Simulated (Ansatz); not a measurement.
Born–Oppenheimer molecular dynamics of a periodic cell of 24 atoms, AlO$_{2}$ (start crystal AlO2, start structure Pnma, volume 1.05 times the crystal's). It goes on from the last frame of an earlier run, with new velocities.

All numbers below come from DFT PBE, scalar-relativistic, plane waves, PAW (Ansatz). Settings: accuracy low, cutoff 420 eV, k mesh 4x4x4, fermi-dirac smearing 0.24 eV, no spin polarisation.

```yaml
ensemble: NPT, Langevin
time_step: 1 fs
steps_asked: 100
set_temperature: 1960 K
friction: 0.02 /fs
pressure: 20 GPa
seed: 790268
```

Frames 2 fs apart, positions in Å.

Velocities at 80 fs (Å/ps):

```
Al -2.31 1.00 3.68
Al 5.24 5.88 10.14
Al 10.10 -0.28 -4.17
Al -0.90 4.78 8.82
O -4.30 -2.17 -20.63
O -2.27 -16.14 -4.13
O 15.03 -12.13 4.47
O -7.62 -15.52 -6.62
O 3.68 0.23 12.29
O -0.36 21.79 -2.91
O -6.01 10.24 11.02
O 0.86 -8.68 3.69
Al 0.87 -10.89 -11.99
Al 5.59 -9.05 4.08
Al 7.70 4.03 -9.20
Al -0.32 14.23 8.01
O 17.30 15.21 -24.85
O 6.52 -7.97 9.05
O -12.90 -13.62 -3.98
O 10.72 0.26 -4.45
O 13.41 -14.40 -5.01
O -3.45 2.26 10.95
O 4.73 6.36 -8.23
O 12.08 -9.22 -3.78
```

```xyz
24
Lattice="0.0000 2.7868 4.3372 9.2631 0.0000 4.3372 9.2631 2.7868 0.0000" Properties=species:S:1:pos:R:3 time_fs=80 energy_less_start_eV=1.100 T=1950
Al 10.608 3.784 4.742
Al 8.154 4.960 4.331
Al 3.548 2.158 1.904
Al 6.182 0.540 2.103
O 7.365 3.571 5.117
O 2.420 2.330 3.390
O 6.876 2.014 3.093
O 2.710 0.924 0.960
O 9.017 0.688 3.202
O 9.693 2.241 5.366
O 4.898 1.537 0.757
O 13.653 3.624 3.164
Al 10.636 0.847 4.101
Al 8.133 2.195 4.419
Al 12.653 5.224 6.582
Al 15.479 3.325 6.482
O 16.736 3.393 5.319
O 11.356 2.248 3.296
O 15.826 4.739 7.412
O 12.107 3.647 5.629
O 8.918 3.581 3.466
O 9.784 5.191 5.353
O 5.038 1.951 5.600
O 13.773 3.631 6.775
24
Lattice="0.0000 2.7881 4.3393 9.2676 0.0000 4.3393 9.2676 2.7881 0.0000" Properties=species:S:1:pos:R:3 time_fs=82 energy_less_start_eV=1.236 T=1802
Al 10.606 3.783 4.752
Al 8.168 4.972 4.350
Al 3.567 2.156 1.897
Al 6.182 0.553 2.123
O 7.360 3.564 5.080
O 2.416 2.297 3.377
O 6.910 1.991 3.101
O 2.698 0.894 0.953
O 9.030 0.689 3.231
O 9.700 2.280 5.355
O 4.891 1.563 0.778
O 13.658 3.611 3.182
Al 10.643 0.829 4.079
Al 8.148 2.179 4.425
Al 12.675 5.232 6.566
Al 15.483 3.352 6.502
O 16.775 3.422 5.274
O 11.373 2.236 3.318
O 15.810 4.712 7.405
O 12.132 3.648 5.617
O 8.949 3.556 3.464
O 9.780 5.198 5.374
O 5.049 1.963 5.589
O 13.809 3.613 6.774
24
Lattice="0.0000 2.7892 4.3410 9.2712 0.0000 4.3410 9.2712 2.7892 0.0000" Properties=species:S:1:pos:R:3 time_fs=84 energy_less_start_eV=1.584 T=1729
Al 10.602 3.784 4.760
Al 8.184 4.982 4.357
Al 3.581 2.151 1.893
Al 6.179 0.572 2.142
O 7.353 3.558 5.057
O 2.404 2.262 3.359
O 6.950 1.974 3.099
O 2.691 0.866 0.953
O 9.038 0.682 3.269
O 9.707 2.307 5.332
O 4.885 1.584 0.805
O 13.660 3.601 3.199
Al 10.641 0.822 4.057
Al 8.161 2.164 4.424
Al 12.696 5.236 6.545
Al 15.482 3.371 6.522
O 16.808 3.459 5.232
O 11.388 2.224 3.344
O 15.802 4.683 7.393
O 12.146 3.652 5.596
O 8.981 3.533 3.473
O 9.780 5.197 5.389
O 5.056 1.969 5.578
O 13.849 3.594 6.779
24
Lattice="0.0000 2.7901 4.3423 9.2740 0.0000 4.3423 9.2740 2.7901 0.0000" Properties=species:S:1:pos:R:3 time_fs=86 energy_less_start_eV=2.056 T=1527
Al 10.600 3.786 4.767
Al 8.200 4.994 4.359
Al 3.593 2.153 1.893
Al 6.171 0.591 2.160
O 7.338 3.551 5.047
O 2.386 2.224 3.351
O 6.981 1.960 3.082
O 2.682 0.839 0.956
O 9.037 0.677 3.303
O 9.707 2.328 5.300
O 4.882 1.604 0.828
O 13.664 3.587 3.203
Al 10.634 0.812 4.036
Al 8.174 2.145 4.421
Al 12.712 5.242 6.523
Al 15.480 3.383 6.540
O 16.828 3.502 5.199
O 11.399 2.220 3.374
O 15.801 4.656 7.383
O 12.155 3.659 5.572
O 9.010 3.505 3.489
O 9.787 5.193 5.395
O 5.056 1.983 5.564
O 13.882 3.567 6.790
24
Lattice="0.0000 2.7909 4.3437 9.2769 0.0000 4.3437 9.2769 2.7909 0.0000" Properties=species:S:1:pos:R:3 time_fs=88 energy_less_start_eV=2.440 T=1410
Al 10.599 3.784 4.769
Al 8.217 5.008 4.359
Al 3.603 2.159 1.891
Al 6.161 0.605 2.176
O 7.319 3.546 5.040
O 2.368 2.188 3.344
O 6.997 1.944 3.065
O 2.672 0.814 0.962
O 9.038 0.674 3.334
O 9.717 2.346 5.269
O 4.885 1.625 0.847
O 13.671 3.571 3.201
Al 10.625 0.808 4.020
Al 8.181 2.125 4.421
Al 12.721 5.242 6.500
Al 15.486 3.388 6.552
O 16.837 3.544 5.171
O 11.410 2.217 3.404
O 15.812 4.648 7.380
O 12.158 3.666 5.543
O 9.033 3.477 3.509
O 9.803 5.194 5.398
O 5.051 2.007 5.550
O 13.912 3.546 6.804
24
Lattice="0.0000 2.7919 4.3451 9.2801 0.0000 4.3451 9.2801 2.7919 0.0000" Properties=species:S:1:pos:R:3 time_fs=90 energy_less_start_eV=2.449 T=1538
Al 10.600 3.778 4.762
Al 8.231 5.019 4.356
Al 3.609 2.165 1.893
Al 6.143 0.614 2.194
O 7.304 3.541 5.042
O 2.341 2.152 3.337
O 7.004 1.933 3.045
O 2.664 0.781 0.967
O 9.042 0.672 3.365
O 9.731 2.371 5.236
O 4.895 1.651 0.856
O 13.689 3.554 3.196
Al 10.617 0.809 4.008
Al 8.183 2.107 4.422
Al 12.732 5.241 6.473
Al 15.497 3.387 6.558
O 16.829 3.585 5.156
O 11.422 2.219 3.436
O 15.840 4.662 7.387
O 12.155 3.671 5.514
O 9.052 3.450 3.532
O 9.813 5.205 5.408
O 5.044 2.036 5.538
O 13.931 3.524 6.820
24
Lattice="0.0000 2.7930 4.3469 9.2838 0.0000 4.3469 9.2838 2.7930 0.0000" Properties=species:S:1:pos:R:3 time_fs=92 energy_less_start_eV=2.198 T=1723
Al 10.601 3.766 4.753
Al 8.244 5.023 4.351
Al 3.612 2.177 1.906
Al 6.124 0.619 2.212
O 7.290 3.536 5.050
O 2.313 2.117 3.328
O 7.005 1.918 3.022
O 2.649 0.751 0.968
O 9.036 0.668 3.393
O 9.736 2.389 5.204
O 4.908 1.677 0.862
O 13.712 3.537 3.182
Al 10.613 0.806 4.004
Al 8.185 2.092 4.415
Al 12.748 5.235 6.450
Al 15.518 3.381 6.558
O 16.816 3.616 5.154
O 11.438 2.234 3.467
O 15.874 4.691 7.404
O 12.155 3.677 5.489
O 9.072 3.422 3.557
O 9.824 5.218 5.416
O 5.033 2.067 5.528
O 13.940 3.498 6.836
24
Lattice="0.0000 2.7941 4.3485 9.2874 0.0000 4.3485 9.2874 2.7941 0.0000" Properties=species:S:1:pos:R:3 time_fs=94 energy_less_start_eV=1.789 T=1797
Al 10.610 3.752 4.743
Al 8.252 5.027 4.348
Al 3.607 2.190 1.927
Al 6.104 0.620 2.223
O 7.279 3.526 5.061
O 2.289 2.089 3.319
O 7.000 1.902 2.994
O 2.632 0.726 0.974
O 9.030 0.657 3.421
O 9.741 2.397 5.176
O 4.924 1.701 0.866
O 13.737 3.522 3.166
Al 10.610 0.797 4.003
Al 8.188 2.081 4.406
Al 12.770 5.227 6.429
Al 15.557 3.371 6.550
O 16.796 3.639 5.165
O 11.460 2.260 3.501
O 15.915 4.727 7.432
O 12.159 3.687 5.464
O 9.093 3.393 3.583
O 9.839 5.221 5.418
O 5.021 2.098 5.525
O 13.938 3.475 6.851
24
Lattice="0.0000 2.7949 4.3498 9.2900 0.0000 4.3498 9.2900 2.7949 0.0000" Properties=species:S:1:pos:R:3 time_fs=96 energy_less_start_eV=1.475 T=1897
Al 10.626 3.741 4.734
Al 8.260 5.027 4.348
Al 3.605 2.200 1.948
Al 6.085 0.621 2.236
O 7.271 3.514 5.078
O 2.264 2.067 3.306
O 6.987 1.898 2.959
O 2.616 0.710 0.989
O 9.018 0.641 3.440
O 9.740 2.406 5.156
O 4.942 1.720 0.871
O 13.760 3.503 3.155
Al 10.607 0.789 4.005
Al 8.191 2.076 4.393
Al 12.788 5.216 6.407
Al 15.598 3.363 6.537
O 16.762 3.649 5.184
O 11.486 2.288 3.534
O 15.961 4.772 7.461
O 12.161 3.700 5.443
O 9.117 3.370 3.610
O 9.857 5.215 5.421
O 5.012 2.119 5.521
O 13.928 3.457 6.861
```

Of the whole run (100 fs, mean temperature of the second half 1841 K): The conserved energy stayed within 0.3 meV per atom of its start (net change -0.2 meV per atom), so the integration is sound. A run of 0.1 ps of so small a system gives no equilibrium averages. Limits of this set-up: coarse k mesh, low accuracy level. The cell's volume went from 249 to 227 Å³.

The run took 25 min on 4 threads of Intel(R) Xeon(R) Platinum 8375C CPU @ 2.90GHz (Ice Lake) (shared host), peak memory 1.7 GiB.
